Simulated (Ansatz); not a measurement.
**LaB6 (CaB6 type): zero-pressure volume and bulk modulus with BLYP + D3(BJ)**

An exercise on one series of results from a longer session: the logs are not shown, and one member is left open.

Program: Ansatz 0.2.0. Level of theory: DFT BLYP + D3(BJ), scalar-relativistic, plane waves, PAW. These are calculated values, not measurements.

1 further run of the same task is left out (set aside as unsound or not needed).

## Starting point

It takes space group Pm-3m (No. 221, cubic). The conventional cell has a = 4.157 Å, b = 4.157 Å, c = 4.157 Å, α = 90.00°, β = 90.00°, γ = 90.00°. La (site symmetry m-3m) is surrounded by 24 B at 3.05 Å. B (site symmetry 4mm) has 5 B at 1.66 to 1.77 Å as nearest neighbours.

Structure file:

```
CELL_PARAMETERS angstrom
4.15700 0.00000 0.00000
0.00000 4.15700 0.00000
0.00000 0.00000 4.15700
ATOMIC_POSITIONS crystal
La 0.00000 0.00000 0.00000
B 0.19975 0.50000 0.50000
B 0.80025 0.50000 0.50000
B 0.50000 0.50000 0.19975
B 0.50000 0.50000 0.80025
B 0.50000 0.19975 0.50000
B 0.50000 0.80025 0.50000
```

An earlier run on this cell at PBE gave -0.28 GPa at 10.262 Å³/atom (6×6×6 mesh), metallic.

Set-up of the first run:

input.yaml reads:

```yaml
crystal:
  lattice:
    - [4.1569950254, 0.0, 0.0]
    - [0.0, 4.1569950254, 0.0]
    - [0.0, 0.0, 4.1569950254]
  atoms:
    - { symbol: La, position: [0.0, 0.0, 0.0] }
    - { symbol: B, position: [0.19974673, 0.5, 0.5] }
    - { symbol: B, position: [0.80025327, 0.5, 0.5] }
    - { symbol: B, position: [0.5, 0.5, 0.19974673] }
    - { symbol: B, position: [0.5, 0.5, 0.80025327] }
    - { symbol: B, position: [0.5, 0.19974673, 0.5] }
    - { symbol: B, position: [0.5, 0.80025327, 0.5] }
basis:
  ecutwfc: 420
  ecutrho_ratio: 4
kpoints:
  mp_grid: { grid: [6, 6, 6] }
hamiltonian:
  xc: blyp
  dispersion: d3bj
scf:
  occupations: { method: gaussian, width: 0.05 }
output:
  forces: true
  stress: true
  eigenvalues: true
relax:
  f_tol: 0.02
  max_steps: 40
```

Command:

```console
> ansatz run input.yaml --threads 8 --pin off --max-ram 12288MiB --backend cpu --events-out ev --progress --plain --runs-dir out
```

Among the steps run: At the given cell; Stepping to 9.920 Å³/atom; Stepping to 9.964 Å³/atom; Volume × 0.98 of the new zero; Volume × 1.02 of the new zero; Volume × 0.96 of the new zero; Volume × 1.04 of the new zero.

One of the session's tables, all rows but one given; the rest of the session is left out.

It belongs to the step «Energy and pressure against volume». 

| volume (Å³/atom) | energy (meV/atom) | pressure (GPa) |
| --- | --- | --- |
| 9.565 | 9.54 | 7.92 |
| 9.765 | ? | ? |
| 9.964 | 0.00 | 0.00 |
| 10.163 | 2.16 | -3.42 |
| 10.362 | 8.38 | -6.54 |

Q: Estimate the row for volume (Å³/atom) = 9.765 from the others.

Worked estimate for «energy (meV/atom)». A straight line through the neighbours (9.565, 9.54) and (9.964, 0.00) gives 9.54 + (0.00 − 9.54) × (9.765 − 9.565) / (9.964 − 9.565) = 4.76; a parabola fitted to 3 rows on both sides gives 2.44.

The run gave: energy (meV/atom): 2.33; pressure (GPa): 3.78. In «energy (meV/atom)» the line misses by +2.43 and the parabola by +0.11.

Caveats from the session: Warnings in the runs' records: stress scf threshold loose.
